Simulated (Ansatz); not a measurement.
Working through a check of PAW against all-electron LAPW of Ge, space group I4_1/amd

Computed with Ansatz 0.2.0 through its Python package.

At the Python prompt:
```pycon
>>> import ansatz as az
>>> import numpy as np
>>> def count_gap(report):
...     # lowest empty less highest filled band, counting bands; zero where they overlap
...     return max(report.get('gap_by_band_count_ev') or 0.0, 0.0)
...
>>> crystal = (
...     az.Lattice.from_parameters(5.14897944, 5.14897944, 2.79482529, alpha=90, beta=90, gamma=90)
...     .space_group(141, hermann_mauguin='I41/amd', origin_choice=1)
...     .atom('Ge', (0.0, 0.5, 0.75))
...     .primitive()
... )
>>> base = (
...     crystal.calculation()
...     .functional('pbesol')
...     .occupations(az.OccupationsMethod.FERMI_DIRAC, width=0.1)
...     .scf(tolerance=1e-10)
...     .kpoints(12)
...     .stress()
...     .forces()
...     .band_table()
... )
>>> variants = {
...     'PAW': base.pseudopotentials('paw'),
...     'LAPW': base.pseudopotentials('all_electron', lapw=True),
... }
>>> # totals differ by the cores that each treatment holds, so compare what does not depend on them
>>> rows = []
>>> for label, variant in variants.items():
...     summary = variant.run().report
...     levels = np.array(summary['eigenvalues_ev'][0]) - summary['fermi_energy_ev']
...     print(label, 'levels at the first k-point near E_F:', np.round(levels[np.abs(levels) < 5], 3))
...     rows.append((label, summary['n_electrons'], np.trace(summary['stress_gpa']) / 3, count_gap(summary)))
...
DeckWarning: basis.ecutwfc = 420 eV, auto-derived from the records' recommended cutoffs: set by Ge (normal level)
PAW levels at the first k-point near E_F: [-4.068 -2.338 -2.338  3.234]
LAPW levels at the first k-point near E_F: [-4.068 -2.338 -2.338  3.233]
>>> print('     treatment  electrons in bands           P GPa  gap by band count eV')
     treatment  electrons in bands           P GPa  gap by band count eV
>>> for row in rows:
...     print(f'{str(row[0]):>14s}  {row[1]:18.1f}  {row[2]:14.3f}  {row[3]:20.3f}')
...
           PAW                28.0          -0.739                 0.000
          LAPW                44.0          -0.706                 0.000
```

PAW gives -0.739 GPa and LAPW -0.706 GPa, 0.033 GPa apart. They took 5.6 and 43.7 s of processor time.

Notes:
- The computed bands are complete only to about 3.6 eV above the Fermi level.
- A gap by band count of zero or less means overlapping bands, a metal.
- This isn't the structure that Ge takes at ambient conditions.
- Gaps and levels are Kohn-Sham values on a finite set of k-points, without spin-orbit coupling.
- Warnings are shown shortened and without file and line.
- Pressure is positive in compression; the treatments may keep other shells as core, so totals and counts of electrons can differ.
- Timing: 50 s on 1 thread of Arm Neoverse V1, on a shared host, peak memory 0.74 GiB.
